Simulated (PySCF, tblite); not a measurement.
# C₄H₉NSi₂: geometry, infrared bands and NMR shifts

Aim: predict the infrared bands and NMR shifts of C₄H₉NSi₂ (`N#C[C@@H]1CC[SiH2][SiH2]1`).

Programs: tblite 0.8.0 and PySCF 2.14.0, with density-fitted response routines of our own. Each step states its level of theory. These are calculated values for one molecule in the gas phase, unless marked as measured. Atoms are numbered from 0 throughout.

## (1) The molecule as given

16 atoms, charge 0, multiplicity 1; geometry from: force field or distance geometry start.

Bonds of the start (Å): N0–C1 1.17, C1–C2 1.46, C2–C3 1.49, C3–C4 1.51, C4–Si5 1.88, Si5–Si6 2.25, Si6–C2 1.89, C2–H7 1.09, C3–H8 1.09, C3–H9 1.12, C4–H10 1.12, C4–H11 1.10, Si5–H12 1.47, Si5–H13 1.45, Si6–H14 1.45, Si6–H15 1.46.

## (2) Geometry optimisation with GFN2-xTB

Job settings and geometry (Å):

```
{"job": {"kind": "relax", "xc": "GFN2-xTB", "basis": "xTB"}, "charge": 0, "multiplicity": 1}
N     -1.232300    -0.684300     2.443900
C     -1.282200    -0.490300     1.288400
C     -1.290500    -0.253700    -0.149400
C     -0.195000    -1.038100    -0.776600
C      1.044100    -0.928900     0.077800
Si     1.413500     0.908600     0.232600
Si    -0.669500     1.512700    -0.371800
H     -2.285800    -0.412600    -0.574400
H     -0.043800    -0.677300    -1.795400
H     -0.484500    -2.118200    -0.770200
H      1.919800    -1.385300    -0.457700
H      0.943100    -1.409400     1.061100
H      1.674400     1.221900     1.645600
H      2.429300     1.377600    -0.697000
H     -0.698100     1.944300    -1.756200
H     -1.250100     2.441800     0.587800
```

Launch:

```bash
> OMP_NUM_THREADS=1 python probes_run.py task.json out
```

The driver reads the jobs from task.json and runs them one after another.

**Question.** This job is followed by: GFN2-xTB harmonic vibrations, gas phase; GIAO PBE0/pcSseg-1 NMR shielding, non-relativistic, gas phase. What will the session give for the following? strongest single infrared mode (GFN2-xTB); zero-point energy (GFN2-xTB); 13C shifts against TMS (PBE0/pcSseg-1); 1H shifts against TMS (PBE0/pcSseg-1); 15N shifts against NH3 (PBE0/pcSseg-1); 29Si shifts against TMS (PBE0/pcSseg-1).

As calculated:

| quantity | value |
| --- | --- |
| strongest single infrared mode (GFN2-xTB) | 2201 cm⁻¹, 464 km/mol |
| zero-point energy (GFN2-xTB) | 71.4 kcal/mol |
| 13C shifts against TMS (PBE0/pcSseg-1) | 126.8, 32.1, 14.1, 11.1 ppm |
| 1H shifts against TMS (PBE0/pcSseg-1) | 4.13, 4.07, 4.06, 3.86, 2.56, 2.43, 1.46, 1.45, 1.27 ppm |
| 15N shifts against NH3 (PBE0/pcSseg-1) | 300.6 ppm |
| 29Si shifts against TMS (PBE0/pcSseg-1) | -57.6, -73.0 ppm |

What this shows: Over 76 steps the energy fell by 0.609 eV; of the close pairs, Si5–Si6 changed most, 2.251 to 2.316 Å. No mode is imaginary among the 42: a minimum at this level. The strongest single mode, at 2201 cm⁻¹, moves mainly H13 and H14. GFN2-xTB is a fitted tight-binding method: band positions and strengths are rough. Its intensities can rank the bands wrongly. At PBE0/pcSseg-1: The largest span, 492 ppm, is at N0, where the paramagnetic term is -374 ppm.
